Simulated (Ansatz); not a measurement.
Geometry optimisation, DFT PBE, scalar-relativistic, plane waves, PAW in Ansatz.

input.yaml

```yaml
crystal:
  lattice:
    - [5.7868, 0.0, 0.0]
    - [-2.8934, 5.011516, 0.0]
    - [0.0, 0.0, 17.24725]
  atoms:
    - { symbol: W, position: [0.0, 0.0, 0.05798026] }
    - { symbol: C, position: [0.33333333, 0.16666666, 0.14006581] }
    - { symbol: W, position: [0.0, 0.0, 0.22215136] }
    - { symbol: C, position: [0.33333333, 0.16666666, 0.30423691] }
    - { symbol: W, position: [-1.0e-08, 0.49999998, 0.05798026] }
    - { symbol: C, position: [0.33333332, 0.66666664, 0.14006581] }
    - { symbol: W, position: [-1.0e-08, 0.49999998, 0.22215136] }
    - { symbol: C, position: [0.33333332, 0.66666664, 0.30423691] }
    - { symbol: W, position: [0.5, 0.0, 0.05798026] }
    - { symbol: C, position: [0.83333333, 0.16666666, 0.14006581] }
    - { symbol: W, position: [0.5, 0.0, 0.22215136] }
    - { symbol: C, position: [0.83333333, 0.16666666, 0.30423691] }
    - { symbol: W, position: [0.49999999, 0.49999998, 0.05798026] }
    - { symbol: C, position: [0.83333332, 0.66666664, 0.14006581] }
    - { symbol: W, position: [0.49999999, 0.49999998, 0.22215136] }
    - { symbol: C, position: [0.83333332, 0.66666664, 0.30423691] }
    - { symbol: H, position: [0.83333333, 0.41666665, 0.32626941] }
    - { symbol: H, position: [0.66666665, 0.8333333, 0.28626303] }
basis:
  ecutwfc: 420.0
kpoints:
  mp_grid: { grid: [4, 4, 1] }
hamiltonian:
  xc: pbe
  pseudopotentials: { kind: paw, azcp: { folder: soft_1 } }
scf:
  occupations: { method: fermi_dirac, width: 0.05 }
  lower_state_search: "off"
relax:
  f_tol: 0.03
  max_steps: 60
  adjacent_minimum: "off"
  constraints: [{ sites: [0, 4, 8, 12] }]
```

Launched with:

```bash
$ ansatz run input.yaml --threads 4 --pin off --max-ram 10240MiB --backend cpu --events-out ev --progress --plain --runs-dir out
```

Problem. Where does it end, and by what steps?

Solution. The run converged. Limits of this set-up: coarse k mesh, thin slab, slab without dipole correction, no dispersion correction for a molecule that may bind weakly, a typed lattice constant that wasn't relaxed here. After 15 steps the energy has fallen by 5.060 eV; H18 moved furthest, 2.07 Å. Parted: W3–H18 (2.00 → 4.03 Å), W11–H18 (2.00 → 2.86 Å), W15–H18 (2.00 → 2.86 Å). Joined: C8–H18 (1.70 → 1.09 Å).

```json
{"step": "0", "energy less start (eV)": "0.0000", "largest force component (eV/Å)": "4.135", "accepted": "yes"}
{"step": "1", "energy less start (eV)": "-2.0797", "largest force component (eV/Å)": "1.064", "accepted": "yes"}
{"step": "2", "energy less start (eV)": "-2.2648", "largest force component (eV/Å)": "0.482", "accepted": "yes"}
{"step": "3", "energy less start (eV)": "-2.3837", "largest force component (eV/Å)": "1.033", "accepted": "yes"}
{"step": "4", "energy less start (eV)": "-2.7684", "largest force component (eV/Å)": "1.982", "accepted": "yes"}
{"step": "5", "energy less start (eV)": "-3.2296", "largest force component (eV/Å)": "1.435", "accepted": "yes"}
{"step": "6", "energy less start (eV)": "-3.6242", "largest force component (eV/Å)": "1.885", "accepted": "yes"}
{"step": "7", "energy less start (eV)": "-3.9952", "largest force component (eV/Å)": "1.653", "accepted": "yes"}
{"step": "8", "energy less start (eV)": "-4.3711", "largest force component (eV/Å)": "1.156", "accepted": "yes"}
{"step": "9", "energy less start (eV)": "-4.6385", "largest force component (eV/Å)": "1.148", "accepted": "yes"}
{"step": "10", "energy less start (eV)": "-4.8519", "largest force component (eV/Å)": "0.781", "accepted": "yes"}
{"step": "11", "energy less start (eV)": "-4.9852", "largest force component (eV/Å)": "0.454", "accepted": "yes"}
{"step": "12", "energy less start (eV)": "-5.0472", "largest force component (eV/Å)": "0.439", "accepted": "yes"}
{"step": "13", "energy less start (eV)": "-5.0590", "largest force component (eV/Å)": "0.081", "accepted": "yes"}
{"step": "14", "energy less start (eV)": "-5.0601", "largest force component (eV/Å)": "0.031", "accepted": "yes"}
{"step": "15", "energy less start (eV)": "-5.0601", "largest force component (eV/Å)": "0.004", "accepted": "yes"}
```

```xyz
18
Lattice="5.7868 0.0000 0.0000 -2.8934 5.0115 0.0000 0.0000 0.0000 17.2473" Properties=species:S:1:pos:R:3
W 0.000 0.000 1.000
C 1.439 0.831 2.320
W -0.004 -0.002 3.903
C 1.476 0.852 4.990
W -1.447 2.506 1.000
C 0.001 3.342 2.329
W -1.432 2.514 3.836
C 0.016 3.350 5.085
W 2.893 0.000 1.000
C 4.347 0.831 2.321
W 2.896 0.008 3.858
C 4.290 0.852 5.042
W 1.447 2.506 1.000
C 2.893 3.350 2.321
W 1.455 2.504 3.858
C 2.883 3.290 5.042
H 3.699 2.136 5.537
H 0.005 3.344 6.176
```

Whether the end is a true minimum wasn't checked by a vibrational analysis.

Time of the run: 88 s on 4 threads of Arm Neoverse V1, with other jobs on the host, peak memory 1.2 GiB.
